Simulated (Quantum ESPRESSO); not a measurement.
# Bi in Quantum ESPRESSO: notebook, part 2 of 3

Quantum ESPRESSO 7.5. The steps go on from the part before.

## Step 3: Work function, AM05

pw.in reads:

```
&CONTROL
  calculation = 'scf'
  prefix = 'pwscf'
  outdir = './tmp'
  pseudo_dir = './pseudo'
  tprnfor = .true.
  disk_io = 'low'
/
&SYSTEM
  ibrav = 0
  celldm(1) = 8
  nat = 1
  ntyp = 1
  ecutwfc = 66
  nbnd = 13
  input_dft = 'XC-000I-000I-120L-135L-000I-000I'
  occupations = 'smearing'
  smearing = 'fd'
  degauss = 0.00367493
/
&ELECTRONS
  conv_thr = 1d-09
  electron_maxstep = 150
  mixing_beta = 0.3
  mixing_mode = 'local-TF'
/
ATOMIC_SPECIES
Bi   208.9804 Bi_ONCV_PBE-1.2.upf
CELL_PARAMETERS alat
  0.7391947195392   0.0000000000000   0.0000000000000
  0.0000000000000   0.7391947195392   0.0000000000000
  0.0000000000000   0.0000000000000   5.6219352207617
ATOMIC_POSITIONS crystal
Bi     0.5000000000    0.5000000000    0.2941200000
K_POINTS automatic
9 9 1 0 0 0
```

pp_density.in reads:

```
&INPUTPP
  prefix = 'pwscf'
  outdir = './tmp'
  filplot = 'density.dat'
  plot_num = 0
/
&PLOT
  nfile = 1
  filepp(1) = 'density.dat'
  iflag = 3
  output_format = 6
  fileout = 'density.cube'
/
```

pp_potential.in reads:

```
&INPUTPP
  prefix = 'pwscf'
  outdir = './tmp'
  filplot = 'potential.dat'
  plot_num = 11
/
&PLOT
  nfile = 1
  filepp(1) = 'potential.dat'
  iflag = 3
  output_format = 6
  fileout = 'potential.cube'
/
```

pp_elf.in reads:

```
&INPUTPP
  prefix = 'pwscf'
  outdir = './tmp'
  filplot = 'elf.dat'
  plot_num = 8
/
&PLOT
  nfile = 1
  filepp(1) = 'elf.dat'
  iflag = 3
  output_format = 6
  fileout = 'elf.cube'
/
```

Potentials or basis: SG15 PBE 1.2.

The run is started by

```
$ OMP_NUM_THREADS=1 mpirun -n 2 pw.x -nk 2 -in pw.in > pw.out
$ OMP_NUM_THREADS=1 mpirun -n 1 pp.x -in pp_density.in > pp_density.out
$ OMP_NUM_THREADS=1 mpirun -n 1 pp.x -in pp_potential.in > pp_potential.out
$ OMP_NUM_THREADS=1 mpirun -n 1 pp.x -in pp_elf.in > pp_elf.out
```

pw.out:

```text
This program is part of the open-source Quantum ESPRESSO suite
     for quantum simulation of materials; please cite
         "P. Giannozzi et al., J. Phys.:Condens. Matter 21 395502 (2009);
         "P. Giannozzi et al., J. Phys.:Condens. Matter 29 465901 (2017);
         "P. Giannozzi et al., J. Chem. Phys. 152 154105 (2020);
     in publications or presentations arising from this work. More details at

     IMPORTANT: XC functional enforced from input :
     Exchange-correlation= XC-000I-000I-120L-135L-000I-000I
                           (   0   0 120 135   0   0   0)
     Any further DFT definition will be discarded
     Please, verify this is what you really want

     Message from routine setup:
[... 7 lines left out ...]
     --------------------
     sticks:   dense  smooth     PW     G-vecs:    dense   smooth      PW
     Sum         741     741    221               113957   113957   18105

     Using Slab Decomposition

     bravais-lattice index     =            0
[... 92 lines left out ...]
     ethr =  1.00E-02,  avg # of iterations =  9.6

     Threshold (ethr) on eigenvalues was too large:
     Diagonalizing with lowered threshold

     Davidson diagonalization with overlap
     ethr =  1.36E-04,  avg # of iterations =  6.3

     negative rho (up, down):  1.848E-03 0.000E+00
[... 133 lines left out ...]
     iteration # 16     ecut=    66.00 Ry     beta= 0.30
     Davidson diagonalization with overlap
     ethr =  1.32E-11,  avg # of iterations =  8.1

     End of self-consistent calculation

          k = 0.0000 0.0000 0.0000 ( 14277 PWs)   bands (ev):

   -25.1452 -24.9010 -24.7018 -24.7018 -24.6825 -14.8050  -4.7297   1.0621
     1.7473   1.9400   2.5373   2.7122   2.8486
[... 68 lines left out ...]
   -24.9541 -24.8221 -24.8217 -24.6660 -24.5353 -10.3907  -4.4859  -4.4174
    -0.2067   2.0451   4.9426   5.5915   6.9788

     the Fermi energy is    -2.3442 ev

!    total energy              =    -135.59852274 Ry
     estimated scf accuracy    <          8.7E-10 Ry
     smearing contrib. (-TS)   =      -0.00093313 Ry
     internal energy E=F+TS    =    -135.59758961 Ry

     The total energy is F=E-TS. E is the sum of the following terms:
     one-electron contribution =    -548.80284126 Ry
     hartree contribution      =     273.94150468 Ry
     xc contribution           =     -15.37088974 Ry
     ewald contribution        =     154.63463670 Ry

     convergence has been achieved in  16 iterations

     Forces acting on atoms (cartesian axes, Ry/au):

     atom    1 type  1   force =     0.00000000    0.00000000    0.00000000

     Total force =     0.000000     Total SCF correction =     0.000045

=------------------------------------------------------------------------------=
   JOB DONE.
=------------------------------------------------------------------------------=
```

pp_density.out:

```text
This program is part of the open-source Quantum ESPRESSO suite
     for quantum simulation of materials; please cite
         "P. Giannozzi et al., J. Phys.:Condens. Matter 21 395502 (2009);
         "P. Giannozzi et al., J. Phys.:Condens. Matter 29 465901 (2017);
         "P. Giannozzi et al., J. Chem. Phys. 152 154105 (2020);
     in publications or presentations arising from this work. More details at

     WARNING: libxc functional with ID  120 depends
      on external parameters: check the user_guide of
      QE if you need to modify them or to check their
      default values.

     WARNING: libxc functional with ID  135 depends
      on external parameters: check the user_guide of
      QE if you need to modify them or to check their
      default values.

     IMPORTANT: XC functional enforced from input :
     Exchange-correlation= XC-000I-000I-120L-135L-000I-000I
                           (   0   0 120 135   0   0   0)
     Any further DFT definition will be discarded
     Please, verify this is what you really want

     G-vector sticks info
     --------------------
     sticks:   dense  smooth     PW     G-vecs:    dense   smooth      PW
     Sum         741     741    221               113957   113957   18105

     Using Slab Decomposition

     Calling punch_plot, plot_num =   0
     Writing data to file  density.dat
     Reading data from file  density.dat

     Writing data to be plotted to file density.cube
     Plot Type: 3D                     Output format: Gaussian cube

=------------------------------------------------------------------------------=
   JOB DONE.
=------------------------------------------------------------------------------=
```

pp_potential.out:

```text
This program is part of the open-source Quantum ESPRESSO suite
     for quantum simulation of materials; please cite
         "P. Giannozzi et al., J. Phys.:Condens. Matter 21 395502 (2009);
         "P. Giannozzi et al., J. Phys.:Condens. Matter 29 465901 (2017);
         "P. Giannozzi et al., J. Chem. Phys. 152 154105 (2020);
     in publications or presentations arising from this work. More details at

     WARNING: libxc functional with ID  120 depends
      on external parameters: check the user_guide of
      QE if you need to modify them or to check their
      default values.

     WARNING: libxc functional with ID  135 depends
      on external parameters: check the user_guide of
      QE if you need to modify them or to check their
      default values.

     IMPORTANT: XC functional enforced from input :
     Exchange-correlation= XC-000I-000I-120L-135L-000I-000I
                           (   0   0 120 135   0   0   0)
     Any further DFT definition will be discarded
     Please, verify this is what you really want

     G-vector sticks info
     --------------------
     sticks:   dense  smooth     PW     G-vecs:    dense   smooth      PW
     Sum         741     741    221               113957   113957   18105

     Using Slab Decomposition

     Calling punch_plot, plot_num =  11
     Writing data to file  potential.dat
     Reading data from file  potential.dat

     Writing data to be plotted to file potential.cube
     Plot Type: 3D                     Output format: Gaussian cube

=------------------------------------------------------------------------------=
   JOB DONE.
=------------------------------------------------------------------------------=
```

It took 55 s on 2 MPI ranks of Arm Neoverse V2, shared host; peak memory 0.4 GiB.

Results:

```yaml
Free_energy: -1844.9119 eV
Band_gap_on_the_k_mesh: none (metal or under the smearing width)
Work_function_of_the_upper_face: 4.59 eV
Work_function_of_the_lower_face: 4.59 eV
```

Caveat: spin-orbit coupling is left out, which moves the levels of the heavy elements.

## Step 4: Work function, BLYP

Changes to pw.in since step 3:

```diff
@@ -15,3 +15,3 @@
   nbnd = 13
-  input_dft = 'XC-000I-000I-120L-135L-000I-000I'
+  input_dft = 'blyp'
   occupations = 'smearing'
```

pp_density.in is that of step 3.

pp_potential.in is that of step 3.

pp_elf.in is that of step 3.

Potentials or basis: SG15 PBE 1.2.

The run is started by

```
$ OMP_NUM_THREADS=1 mpirun -n 2 pw.x -nk 2 -in pw.in > pw.out
$ OMP_NUM_THREADS=1 mpirun -n 1 pp.x -in pp_density.in > pp_density.out
$ OMP_NUM_THREADS=1 mpirun -n 1 pp.x -in pp_potential.in > pp_potential.out
$ OMP_NUM_THREADS=1 mpirun -n 1 pp.x -in pp_elf.in > pp_elf.out
```

pw.out:

```text
This program is part of the open-source Quantum ESPRESSO suite
     for quantum simulation of materials; please cite
         "P. Giannozzi et al., J. Phys.:Condens. Matter 21 395502 (2009);
         "P. Giannozzi et al., J. Phys.:Condens. Matter 29 465901 (2017);
         "P. Giannozzi et al., J. Chem. Phys. 152 154105 (2020);
     in publications or presentations arising from this work. More details at

     IMPORTANT: XC functional enforced from input :
     Exchange-correlation= BLYP
                           (   1   3   1   3   0   0   0)
     Any further DFT definition will be discarded
     Please, verify this is what you really want

     Message from routine setup:
[... 7 lines left out ...]
     --------------------
     sticks:   dense  smooth     PW     G-vecs:    dense   smooth      PW
     Sum         741     741    221               113957   113957   18105

     Using Slab Decomposition

     bravais-lattice index     =            0
     lattice parameter (alat)  =       8.0000  a.u.
     unit-cell volume          =    1572.8000 (a.u.)^3
     number of atoms/cell      =            1
     number of atomic types    =            1
     number of electrons       =        15.00
     number of Kohn-Sham states=           13
     kinetic-energy cutoff     =      66.0000  Ry
     charge density cutoff     =     264.0000  Ry
     scf convergence threshold =      1.0E-09
     mixing beta               =       0.3000
     number of iterations used =            8  local-TF  mixing
     Exchange-correlation= BLYP
                           (   1   3   1   3   0   0   0)

[... 47 lines left out ...]
        k(    9) = (   0.1503137   0.6012549   0.0000000), wk =   0.1975309
        k(   10) = (   0.3006274   0.3006274   0.0000000), wk =   0.0987654
        k(   11) = (   0.3006274   0.4509412   0.0000000), wk =   0.1975309
        k(   12) = (   0.3006274   0.6012549   0.0000000), wk =   0.1975309
        k(   13) = (   0.4509412   0.4509412   0.0000000), wk =   0.0987654
        k(   14) = (   0.4509412   0.6012549   0.0000000), wk =   0.1975309
        k(   15) = (   0.6012549   0.6012549   0.0000000), wk =   0.0987654

     Dense  grid:   113957 G-vectors     FFT dimensions: (  32,  32, 240)

     Initial potential from superposition of free atoms

     starting charge      14.9238, renormalised to      15.0000

     negative rho (up, down):  6.756E-04 0.000E+00
     Starting wfcs are random

     Self-consistent Calculation

     iteration #  1     ecut=    66.00 Ry     beta= 0.30
     Davidson diagonalization with overlap
     ethr =  1.00E-02,  avg # of iterations =  9.5

     Threshold (ethr) on eigenvalues was too large:
     Diagonalizing with lowered threshold

     Davidson diagonalization with overlap
     ethr =  7.39E-05,  avg # of iterations =  7.6

     negative rho (up, down):  1.423E-03 0.000E+00
[... 166 lines left out ...]
     iteration # 20     ecut=    66.00 Ry     beta= 0.30
     Davidson diagonalization with overlap
     ethr =  9.00E-12,  avg # of iterations =  2.7

     End of self-consistent calculation

          k = 0.0000 0.0000 0.0000 ( 14277 PWs)   bands (ev):

   -25.1726 -24.9030 -24.7164 -24.7154 -24.7154 -14.5317  -4.4329   1.1666
     2.2299   2.3539   2.7749   3.1160   3.2875
[... 68 lines left out ...]
   -24.9765 -24.8313 -24.8309 -24.6743 -24.5818 -10.2069  -4.1610  -4.0904
     0.0073   2.6486   5.2790   5.8754   7.0731

     the Fermi energy is    -2.0724 ev

!    total energy              =    -135.72111492 Ry
     estimated scf accuracy    <          2.2E-10 Ry
     smearing contrib. (-TS)   =      -0.00081951 Ry
     internal energy E=F+TS    =    -135.72029541 Ry

     The total energy is F=E-TS. E is the sum of the following terms:
     one-electron contribution =    -548.87185529 Ry
     hartree contribution      =     274.04960407 Ry
     xc contribution           =     -15.53268090 Ry
     ewald contribution        =     154.63463670 Ry

     convergence has been achieved in  20 iterations

     Forces acting on atoms (cartesian axes, Ry/au):

     atom    1 type  1   force =     0.00000000    0.00000000    0.00000000

     Total force =     0.000000     Total SCF correction =     0.000008

=------------------------------------------------------------------------------=
   JOB DONE.
=------------------------------------------------------------------------------=
```

pp_density.out:

```text
This program is part of the open-source Quantum ESPRESSO suite
     for quantum simulation of materials; please cite
         "P. Giannozzi et al., J. Phys.:Condens. Matter 21 395502 (2009);
         "P. Giannozzi et al., J. Phys.:Condens. Matter 29 465901 (2017);
         "P. Giannozzi et al., J. Chem. Phys. 152 154105 (2020);
     in publications or presentations arising from this work. More details at

     IMPORTANT: XC functional enforced from input :
     Exchange-correlation= BLYP
                           (   1   3   1   3   0   0   0)
     Any further DFT definition will be discarded
     Please, verify this is what you really want

     G-vector sticks info
     --------------------
     sticks:   dense  smooth     PW     G-vecs:    dense   smooth      PW
     Sum         741     741    221               113957   113957   18105

     Using Slab Decomposition

     Calling punch_plot, plot_num =   0
     Writing data to file  density.dat
     Reading data from file  density.dat

     Writing data to be plotted to file density.cube
     Plot Type: 3D                     Output format: Gaussian cube

=------------------------------------------------------------------------------=
   JOB DONE.
=------------------------------------------------------------------------------=
```

pp_potential.out:

```text
This program is part of the open-source Quantum ESPRESSO suite
     for quantum simulation of materials; please cite
         "P. Giannozzi et al., J. Phys.:Condens. Matter 21 395502 (2009);
         "P. Giannozzi et al., J. Phys.:Condens. Matter 29 465901 (2017);
         "P. Giannozzi et al., J. Chem. Phys. 152 154105 (2020);
     in publications or presentations arising from this work. More details at

     IMPORTANT: XC functional enforced from input :
     Exchange-correlation= BLYP
                           (   1   3   1   3   0   0   0)
     Any further DFT definition will be discarded
     Please, verify this is what you really want

     G-vector sticks info
     --------------------
     sticks:   dense  smooth     PW     G-vecs:    dense   smooth      PW
     Sum         741     741    221               113957   113957   18105

     Using Slab Decomposition

     Calling punch_plot, plot_num =  11
     Writing data to file  potential.dat
     Reading data from file  potential.dat

     Writing data to be plotted to file potential.cube
     Plot Type: 3D                     Output format: Gaussian cube

=------------------------------------------------------------------------------=
   JOB DONE.
=------------------------------------------------------------------------------=
```

Wall time 54 s (2 MPI ranks of Arm Neoverse V2, shared host); peak memory 0.4 GiB.

Results:

| Quantity | Value |
| --- | --- |
| Free energy | -1846.5798 eV |
| Band gap on the k mesh | none (metal or under the smearing width) |
| Work function of the upper face | 4.34 eV |
| Work function of the lower face | 4.34 eV |

Caveat: spin-orbit coupling is left out, which moves the levels of the heavy elements.

(Part 2 of 3 ends here.)
